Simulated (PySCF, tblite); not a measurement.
**C₈H₁₁ radical: geometry, infrared bands and EPR parameters**

What infrared bands and EPR parameters should C₈H₁₁ radical (`C=C=C(C)C/C=[C]\C`) show?

Computed with tblite 0.8.0 and PySCF 2.14.0, with density-fitted response routines of our own, on a single molecule in the gas phase. Atoms are numbered from 0 throughout.

## (1) Starting geometry

19 atoms, charge 0, multiplicity 2; geometry from: force field or distance geometry start.

Bonds of the start (Å): C0–C1 1.28, C1–C2 1.32, C2–C3 1.49, C2–C4 1.50, C4–C5 1.49, C5–C6 1.31, C6–C7 1.47, C0–H8 1.08, C0–H9 1.09, C3–H10 1.10, C3–H11 1.10, C3–H12 1.11, C4–H13 1.10, C4–H14 1.11, C5–H15 1.09, C7–H16 1.10, C7–H17 1.10, C7–H18 1.09.

## (2) Relaxing the molecule with GFN2-xTB

The job: settings as JSON, then the geometry in Å.

```
{"job": {"kind": "relax", "xc": "GFN2-xTB", "basis": "xTB"}, "charge": 0, "multiplicity": 2}
C     -2.983500     2.075800    -0.005700
C     -2.141300     1.107900    -0.027200
C     -1.265400     0.118500    -0.025100
C     -1.395700    -1.047500     0.891900
C     -0.100800     0.090100    -0.972100
C      1.168800     0.527500    -0.317100
C      2.226000    -0.219400    -0.150800
C      3.410300    -1.063700     0.047400
H     -2.893900     2.882300     0.713800
H     -3.820900     2.098300    -0.703300
H     -0.532700    -1.111500     1.566900
H     -1.458300    -1.990500     0.331500
H     -2.298900    -0.985900     1.533100
H      0.010500    -0.916900    -1.402800
H     -0.291500     0.766000    -1.829700
H      1.208100     1.556400     0.051800
H      3.146800    -1.971100     0.602600
H      3.824200    -1.374900    -0.920500
H      4.178200    -0.532000     0.607900
```

On the command line:

```sh
OMP_NUM_THREADS=1 python probes_run.py task.json out
```

This one command runs all jobs of the session in turn.

**Question.** This job is followed by: GFN2-xTB harmonic vibrations, gas phase; UKS B3LYP, pcH-1 on C H, non-relativistic, mean-field spin-orbit, GIAO. Predict these results of the whole session: strongest single infrared mode (GFN2-xTB); zero-point energy (GFN2-xTB); g(iso) (B3LYP); ⟨S²⟩; largest a(iso) (averaged by class); surface potential, 1st and 99th percentile.

As calculated:

| quantity | value |
| --- | --- |
| strongest single infrared mode (GFN2-xTB) | 2080 cm⁻¹, 102 km/mol |
| zero-point energy (GFN2-xTB) | 98.1 kcal/mol |
| g(iso) (B3LYP) | 2.00221 |
| ⟨S²⟩ | 0.759 (exact 0.75) |
| largest a(iso) (averaged by class) | 13C on C6, 272.7 MHz |
| surface potential, 1st and 99th percentile | -0.73 V and 0.80 V |

**Reading.** The optimisation took 119 steps and gained 0.274 eV; among the close pairs (by a distance rule), C4–C5 changed most, from 1.494 to 1.537 Å. The lowest mode is imaginary (72i cm⁻¹), so the xTB geometry is not a minimum. The strongest single mode, at 2080 cm⁻¹, moves mainly C1. GFN2-xTB is a fitted tight-binding method: band positions and strengths are rough. Its intensities can rank the bands wrongly. Most of the unpaired spin sits on C6 (0.99 e). The isotropic g lies 0.1 ppt below the free-electron value.
